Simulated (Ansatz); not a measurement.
# C₂H₅Ga: small, medium and large basis sets

One table from this session's results is given with a row withheld; the runs are named, their logs left out.

The runs use Ansatz 0.2.0, Gaussian basis; one geometry, several basis sets.

Plan: PBE0-D4/def2-SVP; ωB97M-V/def2-SVP; PBE0-D4/def2-QZVPP; ωB97M-V/def2-QZVPP; the functionals' def2-TZVPP values are taken from earlier runs.

## The geometry

The geometry comes from an earlier relaxation with PBE0-D4 in a triple-zeta def2 set; it is a stationary point, not always the lowest conformer.

8 atoms, charge 0, spin multiplicity 1.

Atoms are counted from 1 here; the program's logs count them from 0.

Bond lengths: C1–C2 1.560 Å, C1–Ga3 1.940 Å, C1–H4 1.087 Å, C1–H5 1.087 Å, C2–Ga3 1.940 Å, C2–H6 1.087 Å, C2–H7 1.087 Å, Ga3–H8 1.534 Å. Angles: C2–C1–Ga3 66.3°, C2–C1–H4 116.0°, C2–C1–H5 116.1°, Ga3–C1–H4 120.1°, Ga3–C1–H5 120.3°, H4–C1–H5 111.1°, C1–C2–Ga3 66.3°, C1–C2–H6 116.0°, C1–C2–H7 116.1°, Ga3–C2–H6 120.0°, Ga3–C2–H7 120.3°, H6–C2–H7 111.1°, C1–Ga3–C2 47.4°, C1–Ga3–H8 156.3°, C2–Ga3–H8 156.3°.

Set-up of the first run:

File in.yaml:

```yaml
crystal:
  periodic: [false, false, false]
  atoms:
    - {symbol: C, position_ang: [-0.774806, 0.112522, -0.420854]}
    - {symbol: C, position_ang: [0.639056, 0.633221, -0.016639]}
    - {symbol: Ga, position_ang: [0.251242, -1.153751, 0.631705]}
    - {symbol: H, position_ang: [-0.933098, -0.063384, -1.482110]}
    - {symbol: H, position_ang: [-1.620963, 0.634082, 0.019750]}
    - {symbol: H, position_ang: [0.658862, 1.471245, 0.675894]}
    - {symbol: H, position_ang: [1.345375, 0.780986, -0.829905]}
    - {symbol: H, position_ang: [0.526432, -2.472020, 1.366259]}
basis:
  gaussian: {orbitals: def2-SVP}
hamiltonian: {xc: pbe0, dispersion: d4}
output: {orbitals: {seedname: orbitals}}
```

Launch:

```
ansatz run in.yaml --threads 2 --pin off --events-out ev --progress --plain --max-ram 4352MiB
```

Among the steps run: PBE0-D4 in def2-SVP; ωB97M-V in def2-SVP; PBE0-D4 in def2-QZVPP; ωB97M-V in def2-QZVPP.

One of the session's tables, all rows but one given; the rest of the session is left out.

It belongs to the step «Functionals by basis». 

```
functional       basis  HOMO (eV)  LUMO (eV)
   PBE0-D4    def2-SVP      -5.54      -1.32
   PBE0-D4  def2-TZVPP          ?          ?
   PBE0-D4  def2-QZVPP      -5.58      -1.39
   ωB97M-V    def2-SVP      -7.67       0.40
   ωB97M-V  def2-TZVPP      -7.69       0.33
   ωB97M-V  def2-QZVPP      -7.71       0.15
```

Estimate the missing values for PBE0-D4, def2-TZVPP.

**Answer.** HOMO (eV): -5.56; LUMO (eV): -1.35. In the column «HOMO (eV)» it lies between PBE0-D4, def2-QZVPP (-5.58) and PBE0-D4, def2-SVP (-5.54).
